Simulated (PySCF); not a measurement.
# La(NO3)3: other spin states and a change of surroundings

Program: PySCF 2.14.0. Level of theory: PBE0, La lcecp-1-SVP with ECP46, O def2-SVP, N def2-SVP; scalar-relativistic core potentials, no spin–orbit coupling. These are calculated values, not measurements.

### 1 Starting geometry

13 atoms, charge 0, spin multiplicity 1.

Bond lengths: La1–O2 2.463 Å, La1–O3 2.463 Å, La1–N4 2.913 Å, La1–O6 2.463 Å, La1–O7 2.463 Å, La1–N8 2.913 Å, La1–O10 2.463 Å, La1–O11 2.463 Å, La1–N12 2.913 Å, O2–N4 1.278 Å, O3–N4 1.278 Å, N4–O5 1.182 Å, O6–N8 1.278 Å, O7–N8 1.278 Å, N8–O9 1.182 Å, O10–N12 1.278 Å, O11–N12 1.278 Å, N12–O13 1.183 Å. Angles: O2–La1–O3 51.6°, O2–La1–N4 25.8°, O2–La1–O6 102.7°, O2–La1–O7 132.3°, O2–La1–N8 119.7°, O2–La1–O10 102.7°, O2–La1–O11 120.6°, O2–La1–N12 113.9°, O3–La1–N4 25.8°, O3–La1–O6 120.6°, O3–La1–O7 102.7°, O3–La1–N8 113.9°, O3–La1–O10 132.3°, O3–La1–O11 102.7°, O3–La1–N12 119.7°, N4–La1–O6 113.9°, N4–La1–O7 119.7°, N4–La1–N8 120.0° and more.

Coordinates:

```xyz
13
charge 0, multiplicity 1
La    0.0000    0.0000    0.0000
O     2.2173   -0.1292    1.0642
O     2.2173    0.1291   -1.0642
N     2.9132    0.0000    0.0000
O     4.0957    0.0000    0.0000
O    -0.9968    1.9848    1.0642
O    -1.2205    1.8557   -1.0642
N    -1.4566    2.5229    0.0000
O    -2.0478    3.5470    0.0000
O    -1.2205   -1.8556    1.0642
O    -0.9968   -1.9848   -1.0642
N    -1.4566   -2.5229    0.0000
O    -2.0479   -3.5470    0.0000
```

Formal oxidation states: La +3. The 4f shell is empty and lies in the core potential. An earlier session relaxed this geometry at PBE0, La lcecp-1-SVP with ECP46, O def2-SVP, N def2-SVP (singlet, point group D3).

Its energy there is -871.242496 Eh.

### 2 Multiplicity 3 at the relaxed geometry

The input, run.py (the lines that set the calculation):

```python
mol = gto.M(atom='''
La     0.00000     0.00000     0.00000
O      2.21726    -0.12916     1.06420
O      2.21726     0.12912    -1.06420
N      2.91324    -0.00003     0.00000
O      4.09573    -0.00004     0.00000
O     -0.99677     1.98479     1.06420
O     -1.22045     1.85565    -1.06420
N     -1.45659     2.52295     0.00000
O     -2.04783     3.54703     0.00000
O     -1.22049    -1.85562     1.06420
O     -0.99681    -1.98477    -1.06420
N     -1.45664    -2.52292     0.00000
O     -2.04790    -3.54699     0.00000''',
    basis={'La': 'lcecp-1-SVP', 'O': 'def2-SVP', 'N': 'def2-SVP'},
    ecp={'La': 'lcecp-1-SVP'},
    charge=0, spin=2)
mf = dft.UKS(mol, xc='PBE0')
mf.grids.atom_grid = (50, 194)  # f atoms: unpruned, at least (60, 302)
mf = mf.density_fit()  # fitting sets: La AutoAux, O def2-universal-JKFIT, N def2-universal-JKFIT
mf.conv_tol = 1e-08; mf.max_cycle = 55
mf.kernel(dm0)  # dm0: free metal ions and neutral atoms
```

Launch:

```
$ OMP_NUM_THREADS=4 python run.py
```

**Question.** How long does this run take on 4 threads of Intel Xeon 6975P-C (Granite Rapids), shared host?

About 27 s.
